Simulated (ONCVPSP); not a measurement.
**Pd: generating and testing an ONCV potential**

Task: generate the file, and judge it by its errors in other configurations, its logarithmic derivatives, its ghosts and its cutoff.

Program: ONCVPSP 4.0.1.1 (patched build). Reference atom: PBE, scalar-relativistic, spherical and spin-unpolarised. All values are calculated.

### 1 The atom and the settings

Typed settings, in words:

| Item | Value |
| --- | --- |
| element | palladium (Pd, Z = 46) |
| type | optimised norm-conserving Vanderbilt (ONCV) |
| frozen core | [Ar] 3d10 |
| valence charge | 18 |
| reference configuration | 4s2 4p6 4d10 |
| partial waves | 4s: rc 1.35 bohr, ncon 3, nbas 7, qcut 8.2 1/bohr, local; 4p: rc 1.65 bohr, ncon 4, nbas 8, qcut 7.4 1/bohr, 2 projectors, debl 2.4 Ha; 4d: rc 1.35 bohr, ncon 4, nbas 8, qcut 6.7 1/bohr, 2 projectors, debl 2.6 Ha |
| local potential | the s channel |
| core correction | polynomial model core, fcfact 0.3 |

An earlier all-electron run gives the scale for the radii.

All-electron outer shells of the reference configuration (PBE, scalar-relativistic, ld1.x):

| shell | level (eV) | outermost node (bohr) | outermost maximum (bohr) |
| --- | --- | --- | --- |
| 4s | -85.33 | 0.45 | 0.85 |
| 4p | -51.20 | 0.46 | 0.91 |
| 4d | -4.05 | 0.45 | 1.10 |
| 5s | -3.32 | 1.15 | 2.67 |
| 5p | -0.31 | 1.32 | 4.52 |

### 2 The generation run

Contents of Pd.dat:

```
# ATOM AND REFERENCE CONFIGURATION
# atsym  z   nc   nv     iexc    psfile
  Pd 46.00    6    3        4      upf
#
#   n    l    f
    1    0    2.00
    2    0    2.00
    2    1    6.00
    3    0    2.00
    3    1    6.00
    3    2   10.00
    4    0    2.00
    4    1    6.00
    4    2   10.00
#
# PSEUDOPOTENTIAL AND OPTIMIZATION
# lmax
    2
#
#   l,   rc,      ep,       ncon, nbas, qcut
    0    1.35    0.00    3    7    8.20
    1    1.65    0.00    4    8    7.40
    2    1.35    0.00    4    8    6.70
#
# LOCAL POTENTIAL
# lloc, lpopt,  rc(5),   dvloc0
    0    5    1.35    0.00
#
# VANDERBILT-KLEINMAN-BYLANDER PROJECTORs
# l, nproj, debl
    0    0    2.10
    1    2    2.40
    2    2    2.60
#
# MODEL CORE CHARGE
# icmod, fcfact, rcfact
    1    0.30    0.00
#
# LOG DERIVATIVE ANALYSIS
# epsh1, epsh2, depsh
   -5.00    5.00    0.04
#
# OUTPUT GRID
# rlmax, drl
    6.00    0.01
#
# TEST CONFIGURATIONS
# ncnf
    4
# nvcnf
#   n    l    f
    3
    4    0    2.00
    4    1    6.00
    4    2    9.00
#
    3
    4    0    2.00
    4    1    6.00
    4    2    8.00
#
    3
    4    0    2.00
    4    1    6.00
    4    2    7.00
#
    3
    4    0    2.00
    4    1    6.00
    4    2    6.00
#
```

Started as:

```
$ oncvpsp.x < Pd.dat > Pd.out
```

**Question.** What will these runs give? Wanted: cutoffs for 1 and 0.1 mHa per electron, occupied waves; bound ghosts; GHOST(+) flags; largest test error; largest phase difference near zero energy, channels read; rms error of d²Exc/dn², without and with the model core.

As calculated:

```
                                                quantity                                         value
  cutoffs for 1 and 0.1 mHa per electron, occupied waves                              50 Ha and 122 Ha
                                            bound ghosts                                    none found
                                          GHOST(+) flags                            none at low energy
                            largest test error (AE − PS)  -3.8 meV, for 4s2 4p6 4d8 (2 tests unsolved)
largest phase difference near zero energy, channels read                                     0.116 rad
 rms error of d²Exc/dn², without and with the model core                             2.82 and 1.32 mHa
```

In words: By total energies transferability is very good where solved: the largest error is 3.8 meV on 29.9 eV, for 4s2 4p6 4d8. Of the tests 2 gave no usable energy difference, which is a warning in itself. By its cutoff, 50 Ha for the looser tolerance, it is hard. At the looser tolerance the 4d wave is the slowest; 4s needs 26 Ha. No bound ghost shows below the valence levels. Of the channels read, s scatters worst near zero energy, by up to 0.12 rad. All of this concerns the isolated atom, not yet a solid.
